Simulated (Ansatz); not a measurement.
# FH6NOSi: the cost of one run

All numbers below are computed with Ansatz 0.2.0 (RHF/def2-SVP).

**1. The starting structure**

Bond lengths: Si1–O2 2.030 Å, O2–H3 1.010 Å, Si1–H4 1.460 Å, Si1–H5 1.459 Å, Si1–F6 1.589 Å, Si1–N7 2.120 Å, N7–H8 1.060 Å, N7–H9 1.060 Å. Angles: Si1–O2–H3 109.5°, O2–Si1–H4 109.5°, O2–Si1–H5 109.5°, O2–Si1–F6 109.5°, O2–Si1–N7 71.6°, H4–Si1–H5 109.5°, H4–Si1–F6 109.5°, H4–Si1–N7 67.2°, H5–Si1–F6 109.5°, H5–Si1–N7 176.6°, F6–Si1–N7 72.8°, Si1–N7–H8 120.0°, Si1–N7–H9 120.0°, H8–N7–H9 120.0°.

As a file:

```xyz
10

Si    0.0000    0.0000    0.0000
O     0.0000    0.0000    2.0300
H    -0.9095   -0.2814    2.3671
H     1.3768    0.0000   -0.4862
H    -0.6877    1.1914   -0.4862
F    -0.7489   -1.2974   -0.5295
N     1.1065   -1.6802    0.6685
H     0.6674   -2.6449    0.6516
H     2.0989   -1.5558    1.0196
H     0.6843   -1.0392    1.7311
```

**2. A restrained relaxation towards end A**

Springs on the bonds that form and break draw the guess towards this end; the thresholds are loose.

input.yaml reads:

```yaml
crystal:
  periodic: [false, false, false]
  atoms:
    - { symbol: Si, position_ang: [0.0, 0.0, 0.0] }
    - { symbol: O, position_ang: [0.0, 0.0, 2.03] }
    - { symbol: H, position_ang: [-0.9095, -0.2814, 2.3671] }
    - { symbol: H, position_ang: [1.3768, 0.0, -0.4862] }
    - { symbol: H, position_ang: [-0.6877, 1.1914, -0.4862] }
    - { symbol: F, position_ang: [-0.7489, -1.2974, -0.5295] }
    - { symbol: "N", position_ang: [1.1065, -1.6802, 0.6685] }
    - { symbol: H, position_ang: [0.6674, -2.6449, 0.6516] }
    - { symbol: H, position_ang: [2.0989, -1.5558, 1.0196] }
    - { symbol: H, position_ang: [0.6843, -1.0392, 1.7311] }
basis:
  gaussian: { orbitals: def2-SVP }
hamiltonian:
  xc: hf
relax:
  f_tol: 0.15
  max_steps: 25
  restrain:
    - { distance: [0, 6], at: 3.02, k: 30.0 }
    - { distance: [9, 1], at: 2.21, k: 30.0 }
    - { distance: [0, 1], at: 1.68, k: 30.0 }
    - { distance: [9, 6], at: 1.06, k: 30.0 }
```

Command:

```console
ansatz run input.yaml --threads 1 --pin off --max-ram 2048MiB --backend cpu --events-out ev --progress --plain --runs-dir out
```

What time and memory should one allow on 1 thread of Arm Neoverse V2, shared host?

About 23 s, with a peak of 0.16 GiB.
